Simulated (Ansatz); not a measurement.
# TiAl: the cost of one run

Program: Ansatz 0.2.0. Level of theory: DFT LDA, scalar-relativistic, plane waves, PAW. These are calculated values, not measurements.

27 further runs of the same task are left out: 27 set aside as unsound or not needed.

**1. The starting structure**

Symmetry: P-6m2, No. 187, hexagonal system. The conventional cell has a = 2.774 Å, b = 2.774 Å, c = 4.528 Å, α = 90.00°, β = 90.00°, γ = 120.00°. Ti (site symmetry -6m2) has 6 Al at 2.77 Å and 6 Ti at 2.77 Å as nearest neighbours. Al (site symmetry -6m2) has 6 Ti at 2.77 Å and 6 Al at 2.77 Å as nearest neighbours.

Structure file:

```
CELL_PARAMETERS angstrom
2.77402 0.00000 0.00000
-1.38701 2.40237 0.00000
0.00000 0.00000 4.52805
ATOMIC_POSITIONS crystal
Ti 0.00000 0.00000 0.00000
Al 0.33333 0.66667 0.50000
```

**2. Volume 15.088 Å³ an atom, total moment held at 0.750 muB a cell**

The input, input.yaml:

```yaml
crystal:
  lattice:
    - [2.7740235071, 0.0, 0.0]
    - [-1.3870117535, 2.4023748278, 0.0]
    - [0.0, 0.0, 4.5280453252]
  atoms:
    - { symbol: Ti, position: [0.0, 0.0, 0.0], spin: 0.75 }
    - { symbol: Al, position: [0.3333333333, 0.6666666667, 0.5] }
basis:
  ecutwfc: 520.0
kpoints:
  mp_grid: { grid: [21, 21, 12] }
hamiltonian:
  xc: lda
  pseudopotentials: { kind: paw, azcp: { folder: soft_1 } }
scf:
  occupations: { method: gaussian, width: 0.15 }
  lower_state_search: "off"
output:
  forces: true
  stress: true
  eigenvalues: true
  populations: true
magnetization:
  spin_polarized: true
  initial_magnetization: 0.75
  spin_locking: { lock_magnetization: hard }
```

On the command line:

```
ansatz run input.yaml --threads 2 --pin off --max-ram 4096MiB --backend cpu --events-out ev --progress --plain --runs-dir out
```

Q: Estimate wall time and peak memory on 2 threads of Arm Neoverse N1, shared host.

About 41 s, with a peak of 0.61 GiB.
